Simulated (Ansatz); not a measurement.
**MoHO (quartet): wave-function methods side by side, def2-TZVPP**

An exercise on one series of results from a longer session: the logs are not shown, and one member is left open.

Method: def2-TZVPP, core rule «outside noble gas», up to 5 orbitals frozen; program: Ansatz 0.2.0, Gaussian basis.

Plan: UHF; ROHF; CCSD(T) on UHF.

**The geometry**

The geometry is a PBE0/def2-TZVP stationary point (not a proven minimum). No spin-orbit coupling is included. Elements past krypton take def2 core potentials.

3 atoms, charge 0, spin multiplicity 4.

Atoms are counted from 1 here; the program's logs count them from 0.

Bond lengths: Mo1–O2 1.664 Å, Mo1–H3 1.736 Å. Angles: O2–Mo1–H3 119.1°.

As a file:

```xyz
3
charge 0, multiplicity 4
Mo    0.00000   -0.03465    0.22588
O     0.00000    0.11982   -1.43060
H     0.00000    1.39643    1.20792
```

Set-up of the first run:

Input file in.yaml:

```yaml
crystal:
  periodic: [false, false, false]
  atoms:
    - {symbol: Mo, position_ang: [0.000000, -0.034652, 0.225883]}
    - {symbol: O, position_ang: [0.000000, 0.119816, -1.430599]}
    - {symbol: H, position_ang: [0.000000, 1.396431, 1.207924]}
basis:
  gaussian: {orbitals: def2-TZVPP}
magnetization: {spin_polarized: true, initial_magnetization: 3}
hamiltonian: {xc: hf}
output: {orbitals: {seedname: orbitals}}
```

Launch:

```
ansatz run in.yaml --threads 1 --pin off --events-out ev --progress --plain --max-ram 4096MiB --backend cpu
```

Among the steps run: UHF; ROHF; CCSD(T) on UHF.

One table of the session follows, with a row left open; its other results are not shown here.

It belongs to the step «Misses and costs». 

| method | from UCCSD(T) (meV) |
| --- | --- |
| ROHF | +12271.4 |
| UHF | +11903.6 |
| UMP2 | +868.6 |
| UCCSD | ? |
| UCCSD(T) | 0 |

**Question.** Estimate the row for UCCSD.

The run gave: from UCCSD(T) (meV): +678.8. In the column «from UCCSD(T) (meV)» it lies between UCCSD(T) (0) and UMP2 (+868.6).
